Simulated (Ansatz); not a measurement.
Consider a ladder of basis sets of H₅SiSn, SMILES [SiH3][SnH2] (the Python package of Ansatz (0.2.0)).

`basis_h5sisn.py`:
```python
"""Basis-set convergence for H5SiSn."""

import ansatz as az

GEOMETRY = """
Si   -0.65810   -0.68430   -0.47650
Sn    0.97960    0.43410    1.03020
H    -1.96980   -0.91640    0.25320
H    -0.08490   -1.88710   -1.02000
H    -1.00860    0.26240   -1.62110
H     0.32990    1.95160    1.65560
H     2.47330    0.77170    0.13300
"""


def main() -> None:
    geometry = az.Crystal.molecule()
    for line in GEOMETRY.strip().splitlines():
        symbol, *xyz = line.split()
        geometry = geometry.atom(symbol, [float(v) for v in xyz])

    setup = (
        geometry.calculation()
        .functional("b3lyp")
        .spin("collinear", total=1)
    )

    energies = {}
    for basis in ["def2-SVP", "def2-SVPD", "def2-TZVP", "def2-TZVPP"]:
        summary = setup.basis(gaussian=basis).run().report
        size = summary["n_frozen"] + summary["n_occupied"][0] + summary["n_virtual"][0]
        energies[basis] = (summary["reference_energy_ev"] / 27.211386246, summary["free_energy_ev"] / 27.211386246)
        print(f"{basis:14s} {size:4d} orbitals  reference {energies[basis][0]:14.6f} Ha  total {energies[basis][1]:14.6f} Ha")

    last = energies["def2-TZVPP"][1]
    for basis, (_, total) in energies.items():
        print(f"{basis:14s} lies {27.211386 * (total - last):9.4f} eV above def2-TZVPP")


if __name__ == "__main__":
    main()
```

How far does the total energy move along this ladder of basis sets?

Against def2-SVP: def2-SVPD -3.0 mHa, def2-TZVP -113.6 mHa and def2-TZVPP -114.6 mHa. The last step alone is -0.96 mHa (these two sets differ little on atoms other than hydrogen). From the first set to the last the time grows from 1.9 to 4.8 s.

What the script printed:

```console
$ python basis_h5sisn.py
def2-SVP         69 orbitals  reference    -506.741624 Ha  total    -506.741624 Ha
def2-SVPD        96 orbitals  reference    -506.744626 Ha  total    -506.744626 Ha
def2-TZVP       117 orbitals  reference    -506.855233 Ha  total    -506.855233 Ha
def2-TZVPP      162 orbitals  reference    -506.856190 Ha  total    -506.856190 Ha
def2-SVP       lies    3.1175 eV above def2-TZVPP
def2-SVPD      lies    3.0358 eV above def2-TZVPP
def2-TZVP      lies    0.0261 eV above def2-TZVPP
def2-TZVPP     lies    0.0000 eV above def2-TZVPP
```

The drop along the ladder measures the basis error, and is no property of the molecule. The geometry is a force-field or estimated start, not a minimum of this method, and the last set is no limit. Much of the fall in a total is atomic energy, which cancels in bond and reaction energies. def2 sets replace the cores of elements past krypton by effective core potentials. The species is open-shell (spin multiplicity 2). b3lyp holds the VWN-RPA fit, as in Gaussian; the form of ORCA and Turbomole is b3lyp5. Timing: 16 s on 1 thread of Intel(R) Xeon(R) Processor @ 2.30GHz, with other jobs on the host, peak memory 0.46 GiB.
